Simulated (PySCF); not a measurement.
# [GeH3]− (SMILES [H][Ge-]([H])[H]): CCSDT(Q)/STO-3G

Aim: the energy of [GeH3]−. The job is set up through a Python script.

Program for the calculation: PySCF 2.14.0.

## (1) Starting point

[GeH3]−: 4 atoms, total charge -1, spin state singlet. As SMILES, `[H][Ge-]([H])[H]`. The start is not the relaxed shape. At this shape the atoms don't form one bonded unit as the SMILES string has it.

Bond lengths: Ge1–H2 1.752 Å, Ge1–H3 1.754 Å. Angles: H2–Ge1–H3 89.1°.

## (2) A single-point energy at CCSDT(Q)/STO-3G

The input, run.py:

```python
from pyscf import gto, scf, cc

system = gto.M(
    atom='''
Ge       0.867819       1.481343       1.991841
H        2.297289       1.444083       0.979401
H        0.197879       2.725013       0.952111
H       -0.736970      -1.223820      -0.251850
''',
    basis='sto-3g',
    verbose=3,
    max_memory=1860,
    charge=-1,
)

myscf = scf.RHF(system)
myscf.conv_tol = 1e-10
myscf.kernel()
if not myscf.converged:
    myscf = myscf.newton().run(myscf.mo_coeff, myscf.mo_occ)

mycc = cc.CCSDT(myscf, frozen=9)
mycc.kernel()
e_bracket, e_q = mycc.ccsdt_q()
e_tot = mycc.e_tot + e_q
print('E(%s) = %.9f' % ('CCSDT(Q)', e_tot))
```

Launch:

```console
OMP_NUM_THREADS=1 python run.py
```

The program printed:

```text
converged SCF energy = -2052.9875269303
_make_eris_incore_RCCSDT

WARN: A large `blksize` is being used, which may cause large memory consumption
      for storing contraction intermediates. If memory is sufficient, consider using
      `pyscf.cc.rccsdt_highm.RCCSDT` instead.

RCCSDT converged
E(RCCSDT) = -2053.145458826025   E_corr = -0.1579318957203073
E_corr(same-spin) = -0.000897959634358331
E_corr(oppo-spin) = -0.157033936085949
_make_eris_incore_RCCSDT
E(CCSDT(Q)) = -2053.141322455
```

Run time: 2.2 s. Hardware: 1 thread of Arm Neoverse V2, shared host; peak memory 0.1 GiB.

## (3) What came out

At CCSDT(Q)/STO-3G, 9 core orbitals frozen:

```
                                   quantity           value
                               total energy  -2053.14132 Eh
        HOMO energy (Hartree–Fock orbitals)         4.98 eV
        LUMO energy (Hartree–Fock orbitals)         9.63 eV
      HOMO–LUMO gap (Hartree–Fock orbitals)         4.65 eV
correlation energy (9 core orbitals frozen)      -153.8 mEh
                              T1 diagnostic           0.170
```

One bond is far stretched, which a spin-restricted single reference describes badly; a broken-symmetry solution may lie lower. The T1 diagnostic of 0.170 is above the customary mark of 0.02, so a single reference may not serve. The HOMO of this anion lies above zero, so its frontier levels hang on the basis. The HOMO lies at positive energy, 4.98 eV: the electron is unbound at this level or held by a compact basis; values depend on the basis.
